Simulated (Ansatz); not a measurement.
**BN: a line through a two-coordinate scan**

The task here is to estimate one member of a computed series from the others.

Computed with Ansatz 0.2.0 (DFT LDA, scalar-relativistic, plane waves, PAW, unless a step's input says otherwise).

74 further runs of the same task are left out: 74 set aside as unsound or not needed.

**The system as given**

Symmetry: P6_3/mmc, No. 194, hexagonal system. The conventional cell has a = 2.488 Å, b = 2.488 Å, c = 6.495 Å, α = 90.00°, β = 90.00°, γ = 120.00°. B (site symmetry -6m2) is surrounded by 3 N at 1.44 Å. Around N (site symmetry -6m2) lie 3 B at 1.44 Å.

As a file:

```xyz
4
Lattice="2.4884 0.0000 0.0000 -1.2442 2.1550 0.0000 0.0000 0.0000 6.4953" Properties=species:S:1:pos:R:3 pbc="T T T"
B     0.0000    1.4367    1.6238
B     1.2442    0.7183    4.8715
N     0.0000    1.4367    4.8715
N     1.2442    0.7183    1.6238
```

It is the result of an earlier relaxation at this level (volume 8.71 Å³/atom; gap on the mesh: 4.07 eV).

**The scan**

The energy is mapped over volume and the cell's shape.

First coordinate, volume per atom: 11 values from 7.663 to 9.752 Å³. Second coordinate, c/a of the conventional cell: 11 values from 2.314 to 2.945.

Nothing else is relaxed (symmetry fixes all fractional coordinates). Energies count from the relaxed crystal. Points are written as (first, second).

The first run:

input.yaml

```yaml
crystal:
  lattice:
    - [2.4232274784, 0.0, 0.0]
    - [-1.2116137392, 2.0985765554, 0.0]
    - [0.0, 0.0, 6.0275360297]
  atoms:
    - { symbol: B, position: [0.3333333333, 0.6666666667, 0.25] }
    - { symbol: B, position: [0.6666666667, 0.3333333333, 0.75] }
    - { symbol: "N", position: [0.3333333333, 0.6666666667, 0.75] }
    - { symbol: "N", position: [0.6666666667, 0.3333333333, 0.25] }
basis:
  ecutwfc: 520.0
kpoints:
  mp_grid: { grid: [12, 12, 4] }
hamiltonian:
  xc: lda
  pseudopotentials: { kind: paw, azcp: { folder: soft_1 } }
scf:
  occupations: { method: gaussian, width: 0.05 }
output:
  forces: true
  stress: true
  eigenvalues: true
```

On the command line:

```console
> ansatz run input.yaml --threads 1 --pin off --max-ram 2048MiB --backend cpu --events-out ev --progress --plain --runs-dir out
```

Steps of the session up to this table: Grid point (7.663 Å³, 2.487); Point (7.872 Å³, 2.487); Point (8.081 Å³, 2.487); The run at (8.290 Å³, 2.487); Point (8.498 Å³, 2.487); Point (8.707 Å³, 2.487); Point (8.916 Å³, 2.487); The run at (9.125 Å³, 2.487); Grid point (9.543 Å³, 2.487); Point (9.752 Å³, 2.487).

One table of the session follows, with a row left open; its other results are not shown here.

```
volume per atom (Å³)  energy (meV/atom)  slope (meV/atom per Å³)  pressure (GPa)  band gap on the k-mesh (eV)
               7.663                 52                     −160            25.7                         4.03
               7.872                 24                     −103            16.5                         4.01
               8.081                  8                      −52             8.3                         3.98
               8.290                2.1                       −6             1.0                         3.96
               8.498                  5                       34            −5.5                         3.94
               8.707                  ?                        ?               ?                            ?
               8.916                 34                      103           −16.5                         3.89
               9.125                 59                      132           −21.1                         3.87
               9.334                 89                      158           −25.2                         3.84
               9.543                125                      180           −28.9                         3.82
               9.752                165                      201           −32.2                         3.79
```

Estimate the missing values for volume per atom (Å³) = 8.707.

Worked estimate for «energy (meV/atom)». A straight line through the neighbours (8.498, 5) and (8.916, 34) gives 5 + (34 − 5) × (8.707 − 8.498) / (8.916 − 8.498) = 20; a parabola fitted to 4 rows on both sides gives 16.

The run gave: energy (meV/atom): 16; slope (meV/atom per Å³): 71; pressure (GPa): −11.3; band gap on the k-mesh (eV): 3.92. In «energy (meV/atom)» the line misses by +4 and the parabola by +0.

Energies count from the relaxed crystal. Rows without a step come from runs not printed here or follow by symmetry. Slopes come from the forces (and the stress, where the cell changes), not from differences of energies.

**Reading.** Along the line the energy is lowest at 8.290 Å³, 2.1 meV/atom from the zero. Energies and slopes round the minimum, fitted together, put the minimum at 8.3197 Å³, with a curvature of about 200 meV/atom per (Å³)². V·d²E/dV² there is about 270 GPa, a bulk modulus under this line's constraint. The well is lopsided: two grid steps out, the energy rises by 22 meV/atom towards smaller values and 14 meV/atom towards larger ones. The highest point computed, at 9.752 Å³, lies 162 meV/atom above the lowest. This is one cut through a surface in two coordinates; the map's lowest point lies off it.

Caveats from the session: These are semilocal Kohn-Sham gaps, which aren't the measured quantity. Warnings in the runs' records: pseudo functional mismatch.
